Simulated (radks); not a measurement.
# Sr³⁺ in [Ar] 3d9 4s2 4p5 5s1: an all-electron calculation

The task here is to estimate one member of a computed series from the others.

Method: scalar-relativistic Kohn-Sham, BLYP, spin-polarised, spherical densities, point nucleus; open shells are filled with parallel spins first. Code: radks (a radial shooting solver on a logarithmic mesh, Libxc functionals) version 1.

## Starting point

- element: strontium (Z = 38)
- charge: +3
- electrons: 35
- configuration: [Ar] 3d9 4s2 4p5 5s1

The outer shells:

Sr³⁺
```
[Ar] core
3d [↑↓][↑↓][↑↓][↑↓][↑ ]
4s [↑↓]
4p [↑↓][↑↓][↑ ]
5s [↑ ]
```

Set-up of the first run:

The run's settings:

```text
Z 38
configuration [Ar] 3d9 4s2 4p5 5s1
relativity scalar-relativistic
functional b88,lyp
spin polarised
nucleus point
c 137.035999084
```

Command:

```
> python run_ks.py task.json out
```

The same process makes all the runs of this session.

Steps of the session up to this table: Self-consistent calculation.

One table of the session follows, with a row left open; its other results are not shown here.

It belongs to the step «Orbitals and density». From the orbitals of this run (lengths in bohr):

```
  level      <r>  outermost maximum (interpolated)  90 % within  nodes
  1s up  0.03916                            0.0255       0.0701      0
1s down  0.03916                            0.0255       0.0701      0
  2s up   0.1725                             0.145        0.267      1
2s down   0.1724                             0.145        0.266      1
  2p up   0.1504                             0.116        0.245      0
2p down   0.1503                             0.116        0.245      0
  3s up   0.4877                             0.434        0.722      2
3s down   0.4881                             0.434        0.723      2
  3p up   0.4923                             0.428        0.746      1
3p down   0.4929                             0.428        0.747      1
  3d up   0.4848                             0.371        0.781      0
3d down   0.4858                             0.372        0.783      0
  4s up    1.268                              1.14         1.84      3
4s down        ?                                 ?            ?      ?
  4p up    1.408                              1.24         2.07      2
4p down    1.414                              1.24         2.08      2
  5s up    2.954                              2.76         4.18      4
5s down    2.971                              2.77         4.22      4
```

Estimate the missing values for 4s down.

**Answer.** <r>: 1.271; outermost maximum (interpolated): 1.14; 90 % within: 1.85; nodes: 3. In the column «<r>» it lies between 4s up (1.268) and 4p up (1.408).
